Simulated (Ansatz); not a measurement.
# MnIrS3: the cost of one run

Program: Ansatz 0.2.0. Level of theory: DFT PBE, scalar-relativistic, plane waves, PAW. These are calculated values, not measurements.

**1. The starting structure**

It takes space group Pm-3m (No. 221, cubic). The conventional cell has a = 4.589 Å, b = 4.589 Å, c = 4.589 Å, α = 90.00°, β = 90.00°, γ = 90.00°. Mn (site symmetry m-3m) has 12 S at 3.24 Å as nearest neighbours. Around Ir (site symmetry m-3m) lie 6 S at 2.29 Å. S (site symmetry 4/mmm) is surrounded by 2 Ir at 2.29 Å and 4 Mn at 3.24 Å.

Structure file:

```cif
data_structure
_symmetry_space_group_name_H-M 'P 1'
_symmetry_Int_Tables_number 1
_cell_length_a 4.5887
_cell_length_b 4.5887
_cell_length_c 4.5887
_cell_angle_alpha 90.000
_cell_angle_beta 90.000
_cell_angle_gamma 90.000
_cell_volume 96.62
loop_
_atom_site_label
_atom_site_type_symbol
_atom_site_fract_x
_atom_site_fract_y
_atom_site_fract_z
_atom_site_occupancy
Mn1 Mn 0.00000 0.00000 0.00000 1
Ir1 Ir 0.50000 0.50000 0.50000 1
S1 S 0.50000 0.50000 0.00000 1
S2 S 0.50000 0.00000 0.50000 1
S3 S 0.00000 0.50000 0.50000 1
```

The cell is invented: species swapped into a database cell of CsYbCl3 (Pm-3m, No. 221), with Mn on the Cs sites, Ir on the Yb sites and S on the Cl sites. Its size is a rough estimate.

**2. A first look at the guess**

Contents of input.yaml:

```yaml
crystal:
  lattice:
    - [4.58869835, 0.0, 0.0]
    - [0.0, 4.58869835, 0.0]
    - [0.0, 0.0, 4.58869835]
  atoms:
    - { symbol: Mn, position: [0.0, 0.0, 0.0], spin: 4.0 }
    - { symbol: Ir, position: [0.5, 0.5, 0.5], spin: 1.0 }
    - { symbol: S, position: [0.5, 0.5, 0.0] }
    - { symbol: S, position: [0.5, 0.0, 0.5] }
    - { symbol: S, position: [0.0, 0.5, 0.5] }
basis:
  ecutwfc: 420
kpoints:
  mp_grid: { grid: [4, 4, 4] }
hamiltonian:
  xc: pbe
scf:
  occupations: { method: gaussian, width: 0.1 }
  lower_state_search: "off"
output:
  forces: true
  stress: true
  eigenvalues: true
  populations: true
magnetization:
  spin_polarized: true
```

Started as:

```console
> ansatz run input.yaml --threads 1 --pin off --max-ram 2048MiB --backend cpu --events-out ev --progress --plain --runs-dir out
```

What time and memory should one allow on 1 thread of Arm Neoverse V2, shared host?

About 8.3 s, with a peak of 0.43 GiB.
